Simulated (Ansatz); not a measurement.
Here is an Ansatz input file for TaTlO3, space group Pm-3m. Write the same calculation for the Python package.

```yaml
crystal:
  lattice:
    - [4.082848, 0.0, 0.0]
    - [0.0, 4.082848, 0.0]
    - [0.0, 0.0, 4.082848]
  atoms:
    - { symbol: Ta, position: [0.5, 0.5, 0.5] }
    - { symbol: Tl, position: [0.0, 0.0, 0.0] }
    - { symbol: O, position: [0.5, 0.5, 0.0] }
    - { symbol: O, position: [0.5, 0.0, 0.5] }
    - { symbol: O, position: [0.0, 0.5, 0.5] }
basis:
  ecutwfc: 550.0
kpoints:
  mp_grid:
    kspacing: 0.44
hamiltonian:
  xc: pbesol
scf:
  occupations:
    method: fixed
dielectric: {}
```

The script, `eps_tatlo3.py`:
```python
'''Response of TaTlO3 to an electric field.'''

from dataclasses import dataclass
import warnings

import ansatz as az
import numpy as np


@dataclass(frozen=True)
class Options:
    functional: str = 'pbesol'
    k_spacing: float = 0.44
    cutoff: int = 550
    occupations: str = 'fixed'


opts = Options()

warnings.simplefilter('ignore', az.DeckWarning)

tatlo3 = (
    az.Lattice.of((4.082848, 0.0, 0.0), (0.0, 4.082848, 0.0), (0.0, 0.0, 4.082848))
    .atom('Ta', (0.5, 0.5, 0.5))
    .atom('Tl', (0.0, 0.0, 0.0))
    .atom('O', (0.5, 0.5, 0.0))
    .atom('O', (0.5, 0.0, 0.5))
    .atom('O', (0.0, 0.5, 0.5))
)

# an insulator: whole occupations
model = (
    tatlo3.calculation()
    .functional(opts.functional)
    .kpoints(spacing=opts.k_spacing)  # the mesh must be finer for metals
    .basis(opts.cutoff)  # cutoff of the orbital basis
    .occupations(opts.occupations)
    .dielectric()
)
done = model.run(threads=1)
response = done.dielectric
eps = np.asarray(response.eps_inf)

values = np.linalg.eigvalsh(eps)
print('principal values of eps_inf:', np.round(values, 3))
print('refractive indices:', np.round(np.sqrt(values), 3))
for site, z in zip(done.lattice.sites, response.zstar_e):
    print(f'{site.symbol:2s} Z* trace/3 = {np.trace(z) / 3:+.3f} e')
print(f'charge neutrality missed by {response.zstar_sum_residual_pre_e:.4f} e before the sum rule')
```

Output of `python eps_tatlo3.py`:
```text
principal values of eps_inf: [7.521 7.521 7.521]
refractive indices: [2.742 2.742 2.742]
Ta Z* trace/3 = +8.828 e
Tl Z* trace/3 = +2.128 e
O  Z* trace/3 = -3.652 e
O  Z* trace/3 = -3.652 e
O  Z* trace/3 = -3.652 e
charge neutrality missed by 0.0044 e before the sum rule
```

What to keep in mind:
- No spin polarisation was allowed.
- With fixed filling the reported Fermi level is the top filled level among the k-points of the SCF.
- Pressure is positive in compression.
- Spin-orbit coupling, which matters for elements this heavy, is left out.
- The structure comes from a database of computed cells and needn't be a stable or known phase.
- This is the electronic (clamped-ion) response; a semilocal gap that is too small tends to raise it. The typed mesh is that of the SCF; the response is solved on denser meshes that the run picks.
- Processor time in the engine: 41 s on 1 thread of Intel(R) Xeon(R) Processor @ 2.30GHz (shared host), peak memory 0.83 GiB.

(Lines on the test bed's own set-up are left out of the output.)
